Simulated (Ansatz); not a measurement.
# CH5MgNS: the cost of one run

All numbers below are computed with Ansatz 0.2.0 (RKS BHLYP-D4/def2-SVP).

## (1) The system as given

Bond lengths: C1–S2 1.748 Å, S2–Mg3 2.441 Å, Mg3–N4 2.027 Å, C1–H5 1.123 Å, C1–H6 1.158 Å, C1–H7 1.138 Å, N4–H8 1.067 Å, N4–H9 1.109 Å. Angles: C1–S2–Mg3 91.2°, S2–C1–H5 113.3°, S2–C1–H6 111.8°, S2–C1–H7 111.2°, H5–C1–H6 107.4°, H5–C1–H7 107.8°, H6–C1–H7 104.8°, S2–Mg3–N4 176.7°, Mg3–N4–H8 105.1°, Mg3–N4–H9 108.4°, H8–N4–H9 103.1°.

As a file:

```xyz
9

C     0.4501    1.1798   -1.5414
S     1.8630    0.4399   -0.8254
Mg    0.4825   -0.7456    0.8016
N    -0.5674   -1.7526    2.2128
H    -0.2845    0.4333   -1.9480
H    -0.1163    1.8463   -0.7827
H     0.7379    1.8828   -2.3888
H    -1.2998   -2.3080    1.6716
H    -1.1770   -1.0221    2.7832
```

## (2) End point A

The input, input.yaml:

```yaml
crystal:
  periodic: [false, false, false]
  atoms:
    - { symbol: C, position_ang: [0.4501, 1.1798, -1.5414] }
    - { symbol: S, position_ang: [1.863, 0.4399, -0.8254] }
    - { symbol: Mg, position_ang: [0.4825, -0.7456, 0.8016] }
    - { symbol: "N", position_ang: [-0.5674, -1.7526, 2.2128] }
    - { symbol: H, position_ang: [-0.2845, 0.4333, -1.948] }
    - { symbol: H, position_ang: [-0.1163, 1.8463, -0.7827] }
    - { symbol: H, position_ang: [0.7379, 1.8828, -2.3888] }
    - { symbol: H, position_ang: [-1.2998, -2.308, 1.6716] }
    - { symbol: H, position_ang: [-1.177, -1.0221, 2.7832] }
basis:
  gaussian: { orbitals: def2-SVP }
hamiltonian:
  xc: { name: BHLYP }
  dispersion: d4
relax:
  f_tol: 0.015
  max_steps: 40
```

Command:

```bash
$ ansatz run input.yaml --threads 1 --pin off --max-ram 2048MiB --backend cpu --events-out ev --progress --plain --runs-dir out
```

**Question.** How long does this run take on 1 thread of Arm Neoverse N1, shared host, and how much memory does it need?

About 77 s, with a peak of 0.18 GiB.
